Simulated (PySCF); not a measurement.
MgClH, in a box:

```
CELL_PARAMETERS angstrom
13.00000 0.00000 0.00000
0.00000 10.00000 0.00000
0.00000 0.00000 11.00000
ATOMIC_POSITIONS crystal
Mg 0.48699 0.50082 0.49546
Cl 0.63448 0.47282 0.58252
H 0.37251 0.52483 0.42190
```

The cell isn't the ideal one: atoms moved at random, drawn with an rms of 0.05 Å.

Base run:

```yaml
Program: PySCF 2.14.0
Functional: LDA
Potentials_or_basis: cc-pvdz (all-electron)
k_mesh: 1 × 1 × 1
Occupations: fixed
Spin: no spin polarisation
```

Its results: gap between the frontier levels 5.26 eV.

Question: The run is repeated on the same cell with these changes: functional from LDA to PBE. What comes out?

Answer: Gap between the frontier levels 5.35 eV.

Caveats: this is a molecule in a periodic box at the Γ point, so its band gap is the HOMO-LUMO gap; the basis of atomic orbitals isn't converged, which shifts pressures, moduli and gaps.

